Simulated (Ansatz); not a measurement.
# HfGeS: the cost of one run

Program: Ansatz 0.2.0. Level of theory: DFT r2SCAN, scalar-relativistic, plane waves, PAW. These are calculated values, not measurements.

## 1. Starting point

The structure is tetragonal, space group P4/nmm (No. 129). The conventional cell has a = 3.610 Å, b = 3.610 Å, c = 7.940 Å, α = 90.00°, β = 90.00°, γ = 90.00°. Hf (site symmetry 4mm) has 5 S at 2.69 to 2.72 Å and 4 Ge at 2.83 Å in its first shell of neighbours. Around Ge (site symmetry -4m2) lie 4 Ge at 2.55 Å and 4 Hf at 2.83 Å. Around S (site symmetry 4mm) lie 5 Hf at 2.69 to 2.72 Å.

Coordinates:

```cif
data_structure
_symmetry_space_group_name_H-M 'P4/nmm:1'
_symmetry_Int_Tables_number 129
_cell_length_a 3.6100
_cell_length_b 3.6100
_cell_length_c 7.9400
_cell_angle_alpha 90.000
_cell_angle_beta 90.000
_cell_angle_gamma 90.000
_cell_volume 103.47
loop_
_atom_site_label
_atom_site_type_symbol
_atom_site_symmetry_multiplicity
_atom_site_Wyckoff_symbol
_atom_site_fract_x
_atom_site_fract_y
_atom_site_fract_z
_atom_site_occupancy
Hf1 Hf 2 c 0.00000 0.50000 0.27500 1
Ge1 Ge 2 a 0.00000 0.00000 0.00000 1
S1 S 2 c 0.00000 0.50000 0.61700 1
```

Source of the structure: the Crystallography Open Database.

(A quick probe on a coarse mesh, which set the mesh and smearing, is not shown.)

## 3. The relaxation

File input.yaml:

```yaml
crystal:
  lattice:
    - [3.61, 0.0, 0.0]
    - [0.0, 3.61, 0.0]
    - [0.0, 0.0, 7.94]
  atoms:
    - { symbol: Hf, position: [0.0, 0.5, 0.275] }
    - { symbol: Hf, position: [0.5, 0.0, 0.725] }
    - { symbol: Ge, position: [0.0, 0.0, 0.0] }
    - { symbol: Ge, position: [0.5, 0.5, 0.0] }
    - { symbol: S, position: [0.0, 0.5, 0.617] }
    - { symbol: S, position: [0.5, 0.0, 0.383] }
basis:
  ecutwfc: 500
kpoints:
  mp_grid: { grid: [10, 10, 6] }
hamiltonian:
  xc: r2scan
scf:
  occupations: { method: gaussian, width: 0.1 }
output:
  forces: true
  stress: true
  eigenvalues: true
  write_density: true
  write_potential: true
  elf: true
  volumetric_format: npy
relax:
  adjacent_minimum: "off"
  f_tol: 0.005
  max_steps: 80
  cell: { stress_tol: 0.05 }
```

Command:

```
> ansatz run input.yaml --threads 1 --pin off --max-ram 2560MiB --backend cpu --events-out ev --progress --plain --runs-dir out
```

Q: Estimate wall time and peak memory on 1 thread of Arm Neoverse V1, shared host.

About 8 min, with a peak of 0.86 GiB.
